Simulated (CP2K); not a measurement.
SiF:

```
Si F
1.0
     4.19356    0.00000    0.00000
     3.33899    2.53715    0.00000
     3.33899    1.12465    2.27426
Si F
1 1
Direct
  0.50000 0.50000 0.50000
  0.00000 0.00000 0.00000
```

The cell was built by a generator and needn't be a form met in nature.

Base run:

| Item | Value |
| --- | --- |
| Program | CP2K 2026.2 |
| Functional | LDA |
| Potentials or basis | POTENTIAL_UZH Si GTH-PBE-q4, F GTH-PBE-q7; TZVP-MOLOPT-PBE-GTH basis |
| Density cutoff | 14966 eV |
| k mesh | 12 × 12 × 12 |
| Occupations | fermi-dirac, width 0.05 eV |
| Spin | no spin polarisation |

Its results: band gap on the k mesh none (metal or under the smearing width); pressure -4.9 GPa.

Question: After a change of settings the same cell gave: band gap on the k mesh none (metal or under the smearing width); pressure -3.3 GPa. Which change was it?
A. functional from LDA to PBEsol
B. functional from LDA to SCAN
C. functional from LDA to RPBE
D. functional from LDA to rev-vdW-DF2

Answer: A.

PBEsol binds less tightly than LDA, so the same cell stands under more pressure.

Caveats: the potentials were made for another functional, which shifts forces and pressure; the basis of atomic orbitals isn't converged, which shifts pressures, moduli and gaps; an odd number of electrons without spin polarisation forces a metal; a magnetic or distorted state may lie lower.

Not every run made on this cell is shown here.
